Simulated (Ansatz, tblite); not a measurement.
# The cluster Pb3O4+: one state, many levels

One table from this session's results is given with a row withheld; the runs are named, their logs left out.

Computed with Ansatz 0.2.0, Gaussian basis. Level: as each input shows.

Plan: GFN1-xTB, GFN2-xTB, PBE-D4/def2-TZVP, r2SCAN-D4/def2-TZVP, PBE-QIDH/def2-TZVP, revPBE-D4/def2-TZVP, PBE-D4/def2-SVP, PBE0-D4/def2-SVP, CCSD(T)/def2-SVP, MP2/def2-TZVP, RPA/def2-TZVP.

2 further runs of the same task are left out: 2 set aside as unsound or not needed. Runs told in other sessions of the task aren't counted.

## The structure

The geometry is that of the doublet, from an earlier relaxation (PBE0-D4/def2-SVP). At that level it is the lowest of the isomers that a small search found.

7 atoms, charge 1, spin multiplicity 2.

Bond lengths: Pb1–O4 2.057 Å, Pb1–O5 2.300 Å, Pb2–O4 2.123 Å, Pb2–O5 2.367 Å, Pb2–O7 2.469 Å, Pb3–O5 2.097 Å, Pb3–O6 2.316 Å, O6–O7 1.279 Å. Angles: O4–Pb1–O5 79.7°, O4–Pb2–O5 76.9°, O4–Pb2–O7 103.5°, O5–Pb2–O7 76.2°, O5–Pb3–O6 86.0°, Pb1–O4–Pb2 109.0°, Pb1–O5–Pb2 93.7°, Pb1–O5–Pb3 135.9°, Pb2–O5–Pb3 119.8°, Pb3–O6–O7 120.4°, Pb2–O7–O6 121.6°.

Pb takes a core potential in the def2 sets. No spin-orbit coupling is included. The ion is computed in the gas phase, without counter-ions or solvent.

PBE0-D4/def2-TZVP was run before; its log isn't repeated, and its numbers join the tables.

Set-up of the first run:

Tight binding, by tblite at 300 K electronic temperature and without a spin-polarisation term:

```python
tblite.interface.Calculator('GFN1-xTB', numbers, positions, charge=1, uhf=1).singlepoint()
```

Tight binding, by tblite at 300 K electronic temperature and without a spin-polarisation term:

```python
tblite.interface.Calculator('GFN2-xTB', numbers, positions, charge=1, uhf=1).singlepoint()
```

start.molden holds the orbitals of an earlier run on this state, given as this run's starting guess.

in.yaml

```yaml
crystal:
  periodic: [false, false, false]
  atoms:
    - {symbol: Pb, position_ang: [-1.086044, -0.895442, -2.185766]}
    - {symbol: Pb, position_ang: [1.679465, 0.163635, -0.506585]}
    - {symbol: Pb, position_ang: [-1.076523, -1.105424, 1.884833]}
    - {symbol: O, position_ang: [0.557847, 0.336238, -2.300668]}
    - {symbol: O, position_ang: [-0.264799, -1.106425, -0.048274]}
    - {symbol: O, position_ang: [-0.236028, 1.045259, 2.060740]}
    - {symbol: O, position_ang: [0.426082, 1.562158, 1.095729]}
basis:
  gaussian: {orbitals: def2-TZVP, initial_orbitals: start.molden}
total_charge: 1
magnetization: {spin_polarized: true, initial_magnetization: 1}
hamiltonian: {xc: pbe, dispersion: d4}
scf: {omitted_lower_state_checks: [starts]}
output: {orbitals: {seedname: orbitals}}
```

Started as:

```bash
> ansatz run in.yaml --threads 4 --pin off --events-out ev --progress --plain --max-ram 4787MiB
```

Among the steps run: PBE-D4/def2-TZVP; r2SCAN-D4/def2-TZVP; PBE-QIDH/def2-TZVP; revPBE-D4/def2-TZVP; PBE-D4/def2-SVP; PBE0-D4/def2-SVP; CCSD(T)/def2-SVP; MP2/def2-TZVP; RPA/def2-TZVP.

One of the session's tables, all rows but one given; the rest of the session is left out.

| level | HOMO (eV) | LUMO (eV) | gap (eV) |
| --- | --- | --- | --- |
| PBE-D4/def2-SVP | -8.95 | -8.32 | 0.63 |
| PBE-D4/def2-TZVP | -9.06 | -8.40 | 0.66 |
| revPBE-D4/def2-TZVP | -8.95 | -8.25 | 0.70 |
| r2SCAN-D4/def2-TZVP | -9.21 | -8.05 | 1.17 |
| PBE0-D4/def2-SVP | -10.19 | -7.14 | 3.05 |
| PBE0-D4/def2-TZVP | ? | ? | ? |

**Question.** Estimate the row for PBE0-D4/def2-TZVP.

**Answer.** HOMO (eV): -10.28; LUMO (eV): -7.16; gap (eV): 3.12. In the column «HOMO (eV)» it is the lowest.
